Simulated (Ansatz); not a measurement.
# C₅H₃O₅PW: up Jacob's ladder to CCSD(T)

One table from this session's results is given with a row withheld; the runs are named, their logs left out.

The runs use Ansatz 0.2.0, Gaussian basis; functionals in def2-TZVPP, the program's frozen cores in correlated methods.

Plan: LDA (SPW92), PBE-D4, revPBE-D4, BLYP-D4, r2SCAN-D4, B97M-V, PBE0-D4, B3LYP-D4, r2SCANh-D4, r2SCAN0-D4, HSE06-D4, BHLYP-D4, CAM-B3LYP-D4, LC-ωPBE, ωB97X-V, ωB97M-V, B2PLYP, PBE-QIDH; CCSD(T)/def2-SVP; CCSD(T)/def2-TZVPP; MP2/def2-QZVPP; extrapolation to the limit; RPA on PBE.

## The relaxed structure

All runs share one geometry, relaxed beforehand with PBE0-D4 in a triple-zeta def2 set. W takes the def2 core potential; no spin-orbit term is included.

SMILES `[O+]#[C][W-6]([PH3+])([C]#[O+])([C]#[O+])([C]#[O+])[C]#[O+]`, 15 atoms, charge 0, spin multiplicity 1.

Atoms are counted from 1 here; the program's logs count them from 0.

Bond lengths: O1–C2 1.141 Å, C2–W3 2.051 Å, W3–P4 2.490 Å, W3–C5 2.051 Å, W3–C7 2.051 Å, W3–C9 2.051 Å, W3–C11 2.017 Å, P4–H13 1.413 Å, P4–H14 1.412 Å, P4–H15 1.413 Å, C5–O6 1.141 Å, C7–O8 1.141 Å, C9–O10 1.141 Å, C11–O12 1.143 Å. Angles: O1–C2–W3 179.9°, C2–W3–P4 90.1°, C2–W3–C5 179.8°, C2–W3–C7 90.0°, C2–W3–C9 90.0°, C2–W3–C11 90.1°, P4–W3–C5 89.7°, P4–W3–C7 89.6°, P4–W3–C9 90.2°, P4–W3–C11 179.6°, C5–W3–C7 90.0°, C5–W3–C9 90.0°, C5–W3–C11 90.1°, C7–W3–C9 179.8°, C7–W3–C11 90.1°, C9–W3–C11 90.1°, W3–P4–H13 120.3°, W3–P4–H14 119.6° and more.

The first run:

in.yaml

```yaml
crystal:
  periodic: [false, false, false]
  atoms:
    - {symbol: O, position_ang: [0.716954, -0.706011, 3.067311]}
    - {symbol: C, position_ang: [0.616488, -0.506324, 1.948817]}
    - {symbol: W, position_ang: [0.433780, -0.147449, -0.062315]}
    - {symbol: P, position_ang: [-1.896280, 0.659366, 0.287480]}
    - {symbol: C, position_ang: [0.243842, 0.213626, -2.072291]}
    - {symbol: O, position_ang: [0.142845, 0.412276, -3.191177]}
    - {symbol: C, position_ang: [-0.282744, -2.049399, -0.337227]}
    - {symbol: O, position_ang: [-0.675891, -3.109210, -0.491755]}
    - {symbol: C, position_ang: [1.143200, 1.757353, 0.212413]}
    - {symbol: O, position_ang: [1.536015, 2.817269, 0.364720]}
    - {symbol: C, position_ang: [2.316320, -0.809534, -0.354100]}
    - {symbol: O, position_ang: [3.382523, -1.185765, -0.520259]}
    - {symbol: H, position_ang: [-2.180865, 2.043081, 0.272853]}
    - {symbol: H, position_ang: [-2.913786, 0.260755, -0.607441]}
    - {symbol: H, position_ang: [-2.582399, 0.349976, 1.482961]}
basis:
  gaussian: {orbitals: def2-TZVPP}
hamiltonian: {xc: lda}
output: {orbitals: {seedname: orbitals}}
```

Steps of the session up to this table: LDA; PBE-D4 (GGA); revPBE-D4 (GGA); BLYP-D4 (GGA); r2SCAN-D4 (meta-GGA); B97M-V (meta-GGA); PBE0-D4 (hybrid); B3LYP-D4 (hybrid); r2SCANh-D4 (hybrid); r2SCAN0-D4 (hybrid); HSE06-D4 (hybrid); BHLYP-D4 (hybrid); CAM-B3LYP-D4 (range-separated); LC-ωPBE (range-separated); ωB97X-V (range-separated); ωB97M-V (range-separated); B2PLYP (double hybrid); PBE-QIDH (double hybrid).

One of the session's tables, all rows but one given; the rest of the session is left out.

It belongs to the step «Frontier levels by functional». 

| functional | HOMO (eV) | LUMO (eV) | gap (eV) |
| --- | --- | --- | --- |
| LDA (SPW92) | -6.07 | -2.84 | 3.23 |
| PBE-D4 | -5.82 | -2.56 | 3.26 |
| revPBE-D4 | -5.73 | -2.45 | 3.28 |
| BLYP-D4 | -5.65 | -2.45 | 3.19 |
| r2SCAN-D4 | -5.98 | -2.44 | 3.54 |
| B97M-V | -5.86 | -2.40 | 3.45 |
| PBE0-D4 | -6.65 | -1.75 | 4.90 |
| B3LYP-D4 | -6.47 | -1.97 | 4.50 |
| r2SCANh-D4 | -6.31 | -2.14 | 4.17 |
| r2SCAN0-D4 | -6.80 | -1.68 | 5.12 |
| HSE06-D4 | ? | ? | ? |
| BHLYP-D4 | -7.34 | -0.84 | 6.50 |
| CAM-B3LYP-D4 | -7.62 | -0.74 | 6.87 |
| LC-ωPBE | -8.57 | 0.36 | 8.92 |
| ωB97X-V | -8.37 | 0.31 | 8.68 |
| ωB97M-V | -8.36 | 0.20 | 8.56 |

Estimate the missing values for HSE06-D4.

The run gave: HOMO (eV): -6.28; LUMO (eV): -2.11; gap (eV): 4.17. In the column «HOMO (eV)» it lies between r2SCANh-D4 (-6.31) and LDA (SPW92) (-6.07).
